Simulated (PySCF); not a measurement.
**C5H10AlNSi: electronic excitations**

Aim: predict the electronic excitations of C5H10AlNSi (`C#[C][AlH][N]1[SiH2]C[C@@H]1C`).

The runs use PySCF 2.14.0, with density-fitted response routines of our own; the level of theory stands in each step. All values are computed, except where a source is named. Atoms count from 0, in the outputs and in this text.

## Step 1: The starting structure

18 atoms, charge 0, multiplicity 1; geometry from: GFN2-xTB.

Bonds of the start (Å): C0–C1 1.21, C1–Al2 1.95, Al2–N3 1.80, N3–Si4 1.75, Si4–C5 1.91, C5–C6 1.54, C6–C7 1.52, C6–N3 1.49, C0–H8 1.06, Al2–H9 1.54, Si4–H10 1.47, Si4–H11 1.46, C5–H12 1.09, C5–H13 1.09, C6–H14 1.10, C7–H15 1.09, C7–H16 1.09, C7–H17 1.10.

## Step 2: TDDFT and polarisability: PBE0/def2-SVPD

Job settings and geometry (Å):

```
{"job": {"kind": "uv", "xc": "PBE0", "basis": "def2-SVPD", "nstates": 8, "ntriplets": 3}, "charge": 0, "multiplicity": 1}
C      3.730016    -0.043562     1.245114
C      2.936677     0.276035     0.386855
Al     1.650475     0.758051    -0.997884
N     -0.132115     0.828843    -0.734452
Si    -1.491868     1.694886    -0.052951
C     -2.238396    -0.028020    -0.374967
C     -0.895025    -0.421866    -1.004633
C     -0.208999    -1.623926    -0.387608
H      4.429085    -0.317787     1.987295
H      2.137843     1.026713    -2.434505
H     -1.988427     2.783076    -0.899325
H     -1.331567     2.116781     1.339478
H     -3.078719    -0.101077    -1.059245
H     -2.468121    -0.617054     0.509116
H     -0.988827    -0.583853    -2.085082
H     -0.758802    -2.541600    -0.589182
H     -0.110278    -1.484613     0.687130
H      0.798288    -1.714709    -0.811571
```

With the program's defaults for keys left out, this is: TDDFT PBE0/def2-SVPD, vertical, gas phase, core orbitals frozen in the response.

Command:

```sh
$ OMP_NUM_THREADS=1 python probes_run.py task.json out
```

The driver reads the jobs from task.json and runs them one after another.

Predict these results of the whole session: lowest singlet (PBE0/def2-SVPD); brightest single state of those computed; lowest triplet.

The runs gave:

| quantity | value |
| --- | --- |
| lowest singlet (PBE0/def2-SVPD) | 3.74 eV (331 nm), f = 0.001 |
| brightest single state of those computed | state 4, 5.59 eV, f = 0.030 |
| lowest triplet | 3.67 eV |

The first singlet state (HOMO→LUMO 0.99) lies at 3.74 eV and is weak; of the 8 states computed, the strongest absorption comes from state 4 at 5.59 eV. The lowest triplet lies 0.08 eV below the lowest singlet (triplets in Tamm-Dancoff, singlets in full TDDFT).
